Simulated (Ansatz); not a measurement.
# BaMnGe: the cost of one run

Program: Ansatz 0.2.0. Level of theory: reference: DFT r2SCAN+U, plane waves, PAW, scalar-relativistic, collinear spin. These are calculated values, not measurements.

## 1. The structure to begin with

The structure is tetragonal, space group P4/nmm (No. 129). The conventional cell has a = 4.541 Å, b = 4.541 Å, c = 7.993 Å, α = 90.00°, β = 90.00°, γ = 90.00°. Around Mn (site symmetry -4m2) lie 4 Ge at 2.73 Å. Ba (site symmetry 4mm) has 5 Ge at 3.40 to 3.82 Å and 4 Mn at 3.49 Å as nearest neighbours. Ge (site symmetry 4mm) has 4 Mn at 2.73 Å as nearest neighbours.

Structure file:

```cif
data_structure
_symmetry_space_group_name_H-M 'P4/nmm:1'
_symmetry_Int_Tables_number 129
_cell_length_a 4.5415
_cell_length_b 4.5415
_cell_length_c 7.9930
_cell_angle_alpha 90.000
_cell_angle_beta 90.000
_cell_angle_gamma 90.000
_cell_volume 164.85
loop_
_atom_site_label
_atom_site_type_symbol
_atom_site_symmetry_multiplicity
_atom_site_Wyckoff_symbol
_atom_site_fract_x
_atom_site_fract_y
_atom_site_fract_z
_atom_site_occupancy
Mn1 Mn 2 a 0.00000 0.00000 0.00000 1
Ba1 Ba 2 c 0.50000 0.00000 0.66800 1
Ge1 Ge 2 c 0.50000 0.00000 0.19050 1
```

## 2. The reference run

Contents of input.yaml:

```yaml
crystal:
  lattice:
    - [4.541459, 0.0, 0.0]
    - [0.0, 4.541459, 0.0]
    - [0.0, 0.0, 7.992968]
  atoms:
    - { symbol: Mn, position: [0.0, 0.0, 0.0], spin: 4.5 }
    - { symbol: Mn, position: [0.5, 0.5, 0.0], spin: -4.5 }
    - { symbol: Ba, position: [0.5, 0.0, 0.668] }
    - { symbol: Ba, position: [0.0, 0.5, 0.332] }
    - { symbol: Ge, position: [0.5, 0.0, 0.1905] }
    - { symbol: Ge, position: [0.0, 0.5, 0.8095] }
kpoints:
  mp_grid: { grid: [4, 4, 3], shift: [0, 0, 0] }
magnetization:
  spin_polarized: true
scf:
  occupations: { method: fermi_dirac, width: 0.054 }
hamiltonian:
  pseudopotentials: { kind: paw }
  xc: r2scan
  hubbard:
    sites: [{ species: Mn, l: d, u: 4.03, j: 0.74 }]
    projectors: all-electron-ortho-atomic
basis:
  ecutwfc: 500
output:
  forces: true
  stress: true
  eigenvalues: true
  write_density: true
  write_potential: true
  elf: true
  volumetric_format: npy
relax:
  max_steps: 40
  cell: {}
```

Launch:

```sh
ansatz run input.yaml --threads 1 --pin off --max-ram 2560MiB --backend cpu --events-out ev --progress --plain --runs-dir out
```

Q: Estimate wall time and peak memory on 1 thread of Intel Xeon Platinum 8488C (Sapphire Rapids), shared host.

About 7.1 min, with a peak of 0.97 GiB.
